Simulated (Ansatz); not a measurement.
AgRh under changes of volume

One of the cells (16.064 Å³/atom); the others are scaled copies at fixed shape and fractional positions:

```
Ag Rh
1.0
     2.77759    0.00000    0.00000
    -1.38879    2.40546    0.00000
     0.00000    0.00000    4.80860
Ag Rh
1 1
Direct
  0.00000 0.00000 0.50000
  0.66667 0.33333 0.00000
```

The cell comes from a database or a generator and needn't be the stable form of this composition.

* Program: Ansatz 0.2.0
* Functional: r2SCAN
* Potentials or basis: Ansatz PAW
* Cutoff: 500 eV (not typed: the program's choice for these potentials)
* k mesh: 11 × 11 × 6
* Occupations: fermi-dirac, width 0.05 eV
* Spin: no spin polarisation

```csv
volume (Å³/atom),energy over the lowest point (meV/atom),pressure (GPa)
15.100,3.15,3.6
15.421,0.00,-0.2
15.743,4.12,-3.6
16.064,14.58,-6.6
16.385,30.58,-9.2
16.707,51.40,-11.4
17.028,?,?
```

Problem. What does the run at 17.028 Å³/atom give?

Solution. Energy over the lowest point 76.41 meV/atom; pressure -13.3 GPa.

Worked out: A Birch-Murnaghan fit of order 3 (a polynomial in V^(-2/3)) to the other rows has its minimum at 15.39 Å³/atom with B0 = V·E''(V) = 176 GPa and B' = 5.6 at fixed shape and positions, which overstates the stiffness. It gives 76.34 meV/atom at 17.028 Å³/atom, against the run's 76.41, and -dE/dV = -13.4 GPa, against -13.3.

Energies are extrapolated to zero smearing.

Caveats: the PAW data sets come from PBE, with cores solved anew for the run's functional, which leaves a small shift of forces and pressure.
